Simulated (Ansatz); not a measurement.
# Cu2IBr: the cost of one run

All numbers are computed with Ansatz 0.2.0 through its Python package. Level of theory: DFT PBE, plane waves, PAW.

**1. Starting point**

Symmetry: R-3m, No. 166, trigonal system. Conventional cell: a = 3.937 Å, b = 3.937 Å, c = 19.163 Å, α = 90.00°, β = 90.00°, γ = 120.00°. Cu (site symmetry 3m) has 3 Br at 2.77 Å and 3 I at 2.79 Å as nearest neighbours. I (site symmetry -3m) has 6 Cu at 2.79 Å as nearest neighbours. Br (site symmetry -3m) has 6 Cu at 2.77 Å as nearest neighbours.

The script holds or builds the structure itself.

**2. Script**

run_md.py

```python
# -*- coding: utf-8 -*-
"""A few tens of MD steps for Cu2IBr."""

import ansatz as az
import numpy as np

lattice = az.Lattice.of(
    [1.968531, 1.136532, 6.387625],
    [-1.968531, 1.136532, 6.387625],
    [0.0, -2.273064, 6.387625],
)
sites = [
    ("Cu", [0.750969, 0.750969, 0.750969]),
    ("Cu", [0.249031, 0.249031, 0.249031]),
    ("I", [0.0, 0.0, 0.0]),
    ("Br", [0.5, 0.5, 0.5]),
]
crystal = az.Crystal(lattice=lattice)
for symbol, position in sites:
    crystal = crystal.atom(symbol, position)

# a coarse mesh keeps each step cheap
calc = (
    crystal.supercell(1, 1, 2).calculation()
    .functional(az.Functional.PBE)
    .pseudopotentials("paw")
    .basis(16 * az.Ha)
    .kpoints(3, 3, 2)
    .occupations("fixed")
    .md(az.Ensemble.NVE, timestep=2.0, steps=15, temperature=500, initial_velocities="maxwell_boltzmann", seed=142)
)
steps = []


def collect(event):
    if event["event"] == "md_step":
        steps.append(event["data"])


out = calc.session().plan().execute(on_event=collect)
r = out.report

for s in steps[::1]:
    print("%3d %7.1f fs  total %.4f eV  T %6.1f K" % (s["step"], s["time_fs"], s["lagrangian_ev"] + s["e_kin_ev"], s["temperature_k"]))

temperature = np.array([s["temperature_k"] for s in steps])
print(f"mean temperature of the second half {temperature[len(steps) // 2 :].mean():.1f} K")

kept = np.array([s["conserved_ev"] for s in steps], float)
print(f"conserved energy drifts by {1000 * (kept[-1] - kept[0]) / len(out.lattice.sites):+.3f} meV/atom")

track = np.array([s["positions_ang"] for s in steps])
names = np.array([site.symbol for site in out.lattice.sites])
for name in sorted(set(names)):
    msd = ((track[:, names == name] - track[0, names == name]) ** 2).sum(axis=2).mean(axis=1)
    print(f"mean square displacement of {name} (A^2):", np.round(msd[:: max(len(msd) // 6, 1)], 4))
```

**3. The calls as engine input**

The engine receives this input:

```yaml
crystal:
  lattice:
    - [1.968531, 1.136532, 6.387625]
    - [-1.968531, 1.136532, 6.387625]
    - [0.0, -2.273064, 6.387625]
  atoms:
    - { symbol: Cu, position: [0.750969, 0.750969, 0.750969] }
    - { symbol: Cu, position: [0.249031, 0.249031, 0.249031] }
    - { symbol: I, position: [0.0, 0.0, 0.0] }
    - { symbol: Br, position: [0.5, 0.5, 0.5] }
  supercell: [1, 1, 2]
basis:
  ecutwfc: 435.382179935808
kpoints:
  mp_grid:
    grid: [3, 3, 2]
hamiltonian:
  xc: pbe
  pseudopotentials:
    kind: paw
scf:
  occupations:
    method: fixed
md:
  timestep: 2.0
  n_steps: 15
  ensemble: nve
  temperature: 500.0
  initial_velocities: maxwell_boltzmann
  seed: 142
```

**4. Running it**

The run is started by

```console
> python run_md.py
```

What time and memory should one allow on 1 thread of Arm Neoverse N1, shared host?

About 5 min, with a peak of 0.56 GiB.
